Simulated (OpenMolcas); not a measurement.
**Sm³⁺ among point charges: CASSCF levels and susceptibility**

Aim: the splitting of the states of Sm³⁺ in the field of 2 point charges, its lowest levels with spin-orbit coupling and its magnetic susceptibility.

Program: OpenMolcas 26.06. Level of theory: state-averaged CASSCF, spin-orbit coupling by RASSI with atomic mean-field integrals. These are calculated values, not measurements, unless marked.

## 1. What is computed

| Item | Value |
| --- | --- |
| Species | Sm³⁺ (samarium, Z = 62, 59 electrons) |
| Basis | ANO-RCC-VDZP [7s6p4d2f1g], 68 functions |
| Scalar Hamiltonian | DKH2, point nucleus |
| Inactive shells | 1s 2s 2p 3s 3p 3d 4s 4p 4d 5s 5p |
| Active space | 5 electrons in 7 orbitals (4f) |
| Some configurations of this space | 4f5 |
| Orbitals | optimised for the highest spin of each parity, averaged over all roots |

The outer shells:

4f5
```
4f [↑ ][↑ ][↑ ][↑ ][↑ ][  ][  ]
```

The ion sits among 2 point charges of -1 e arranged as a linear pair (D∞h), 2.99 Å from the ion.

The work runs as a chain of OpenMolcas steps in one folder; each step below is one input file. Labels, J, g values, rates, χT and fits are worked out afterwards by a script from the matrices that RASSI stores. The input lists half of the charges; inversion (Group=XYZ) makes the rest.

## 2. Basis and integrals

Input file a.inp:

```
&GATEWAY
Coord
1

Sm 0.0 0.0 0.0
Basis=ANO-RCC-VDZP
Group=XYZ
NoMove
AngMom=0.0 0.0 0.0
AMFI
XField
1 Angstrom 0
0.000000 0.000000 2.990000 -1.000000
&SEWARD
```

The run is started by

```sh
$ OMP_NUM_THREADS=1 MOLCAS_MEM=2252 MOLCAS_PROJECT=a pymolcas a.inp > a.log
```

## 3. Reference wave functions, sextets of odd parity, 21 roots

Input file a.inp:

```
&RASSCF
FileOrb=start.orb
Symmetry=2
Spin=6
nActEl=5 0 0
Inactive=15 12
Ras2=0 7
CIRoot=21 21 1
SDav=21
CIMx=300
Iter=120 100
PrWF=0.3
OrbListing=Nothing
MaxOrb=0
>>> COPY $Project.JobIph JOB001
```

start.orb holds the contracted functions of the basis, ordered by shell, or the orbitals of the step before.

## 4. CASSCF: quartets of odd parity, 162 roots

Input file a.inp:

```
&RASSCF
FileOrb=start.orb
Symmetry=2
Spin=4
nActEl=5 0 0
Inactive=15 12
Ras2=0 7
CIRoot=162 162 1
SDav=224
CIMx=300
Iter=120 100
PrWF=0.3
OrbListing=Nothing
MaxOrb=0
CIOnly
>>> COPY $Project.JobIph JOB002
```

## 5. Reference wave functions, doublets of odd parity, 162 roots

Input file a.inp:

```
&RASSCF
FileOrb=start.orb
Symmetry=2
Spin=2
nActEl=5 0 0
Inactive=15 12
Ras2=0 7
CIRoot=162 162 1
SDav=490
CIMx=300
Iter=120 100
PrWF=0.3
OrbListing=Nothing
MaxOrb=0
CIOnly
>>> COPY $Project.JobIph JOB003
```

## 6. State interaction with spin-orbit coupling

Input file a.inp:

```
&RASSI
NrOfJobIphs=3 21 108 40
1 2 3 4 5 6 7 8 9 10 11 12 13 14 15 16 17 18 19 20 21
1 2 3 4 5 6 7 8 9 10 11 12 13 14 15 16 17 18 19 20 21 22 23 24 25 26 27
28 29 30 31 32 33 34 35 36 37 38 39 40 41 42 43 44 45 46 47 48 49 50 51
52 53 54 55 56 57 58 59 60 61 62 63 64 65 66 67 68 69 70 71 72 73 74 75
76 77 78 79 80 81 82 83 84 85 86 87 88 89 90 91 92 93 94 95 96 97 98 99
100 101 102 103 104 105 106 107 108
1 2 3 4 5 6 7 8 9 10 11 12 13 14 15 16 17 18 19 20 21 22 23 24 25 26 27
28 29 30 31 32 33 34 35 36 37 38 39 40
IphNames
JOB001
JOB002
JOB003
EJob
SpinOrbit
DIPRint=1.0
SOCoupling=1000.0
Subsets=2
Property=9
'ANGMOM' 1 'ANGMOM' 2 'ANGMOM' 3 'MLTPL  1' 1 'MLTPL  1' 2 'MLTPL  1' 3
'AMFI' 1 'AMFI' 2 'AMFI' 3
SOProperty=3
'ANGMOM' 1 'ANGMOM' 2 'ANGMOM' 3
```

Q: Predict the outcome of this session. Wanted: spin-free ground state; first state of the same spin within the active space; lowest level; next level.

As calculated:

| quantity | value |
| --- | --- |
| method | CASSCF |
| spin-free ground state | 6Sigma, 1-fold in its orbital part |
| first state of the same spin within the active space | 6Pi at 25.9 cm⁻¹ |
| lowest level | 2-fold, g = 0.55, 0.73, 0.73 |
| next level | 151.1 cm⁻¹ |
| χT at 300 K | 0.30 cm³ K/mol |
| effective moment at 300 K | 1.55 μB |

The spin-free ground state (6Sigma) comes to 100 % from free-ion H terms and keeps the highest spin of the shell. The quartets, doublets rest on orbitals optimised for another spin in at least one step, which raises them against the optimised states. Not all states of the active space went into the spin-orbit step. High states of lower spin are left out of the spin-orbit mixing, and CASSCF puts spin-flip levels too high. This is an electrostatic model: the charges have no orbitals.
